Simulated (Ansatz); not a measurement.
# GaAsH₂ (singlet): from Hartree-Fock to the top rungs, cc-pVTZ

One table from this session's results is given with a row withheld; the runs are named, their logs left out.

Method: cc-pVTZ, core rule «outside noble gas», up to 28 orbitals frozen; program: Ansatz 0.2.0, Gaussian basis.

Plan: UHF; CCSD(T) on RHF; CCSD(T) on UHF; BCCD(T) on RHF; CCSDT(Q) on RHF; CCSDT(Q) on UHF; CASSCF and MRCISD+Q, 10 electrons in 10 orbitals; CASSCF and NEVPT2, 10 electrons in 10 orbitals.

14 further runs of the same task are left out: 8 for a known fault of the program, 6 set aside as unsound or not needed.

## The system

The geometry is a PBE0/def2-TZVP stationary point (not a proven minimum) of the parent state, kept for this charge and spin. No spin-orbit coupling is included. The filled d shell of Ga, As may be among the frozen orbitals whatever the setting's name suggests; the logs give the count.

4 atoms, charge 0, spin multiplicity 1.

Atoms are counted from 1 here; the program's logs count them from 0.

Bond lengths: Ga1–As2 2.421 Å, Ga1–H3 1.572 Å, Ga1–H4 1.572 Å. Angles: As2–Ga1–H3 119.9°, As2–Ga1–H4 119.9°, H3–Ga1–H4 120.3°.

The first run:

Contents of in.yaml:

```yaml
crystal:
  periodic: [false, false, false]
  atoms:
    - {symbol: Ga, position_ang: [0.000000, 0.000000, 1.226035]}
    - {symbol: As, position_ang: [0.000000, 0.000000, -1.195022]}
    - {symbol: H, position_ang: [0.000000, 1.363635, 2.009104]}
    - {symbol: H, position_ang: [0.000000, -1.363635, 2.009104]}
basis:
  gaussian: {orbitals: cc-pVTZ}
magnetization: {spin_polarized: true, initial_magnetization: 0}
hamiltonian: {xc: hf}
output: {orbitals: {seedname: orbitals}}
```

Run with:

```sh
ansatz run in.yaml --threads 1 --pin off --events-out ev --progress --plain --max-ram 4096MiB --backend cpu
```

Steps of the session up to this table: UHF; CCSD(T) on RHF; CCSD(T) on UHF; BCCD(T) on RHF; CCSDT(Q) on RHF; CCSDT(Q) on UHF; CASSCF and MRCISD+Q, 10 electrons in 10 orbitals; CASSCF and NEVPT2, 10 electrons in 10 orbitals.

One of the session's tables, all rows but one given; the rest of the session is left out.

| method | from RCCSDT(Q) (meV) |
| --- | --- |
| RHF | +6288.4 |
| UHF | +5275.1 |
| RMP2 | ? |
| UMP2 | +864.7 |
| RCCSD | +323.3 |
| UCCSD | -148.5 |
| RCCSD(T) | +86.1 |
| UCCSD(T) | -374.7 |
| BCCD(T) | +85.4 |
| RCCSDT | +26.0 |
| UCCSDT | -606.5 |
| RCCSDT(Q) | 0 |
| UCCSDT(Q) | -684.0 |
| CASSCF valence | +4268.2 |
| NEVPT2 valence | +1223.6 |
| MRCISD valence | +425.8 |
| MRCISD+Q valence | +110.2 |

Estimate the missing values for RMP2.

**Answer.** from RCCSDT(Q) (meV): +1363.4. In the column «from RCCSDT(Q) (meV)» it lies between NEVPT2 valence (+1223.6) and CASSCF valence (+4268.2).

The program flags UCCSD(T), UCCSDT(Q) as in doubt (see the logs), so those rows may rest on another solution; read them beside their warnings.

To keep in mind: The determinant is far from a pure spin state, so its energy mixes those of several spin states (harmless only where they are near-degenerate, as at dissociation). The program flags UCCSD(T), UCCSDT(Q) as in doubt, so those rows may rest on another solution; read them beside their warnings. Warnings: restricted reference is unstable; spin contamination. Restricted and unrestricted rows rest on different reference determinants; where their highest levels disagree by more than a few hundredths of an eV, they describe different states and don't form one ladder.
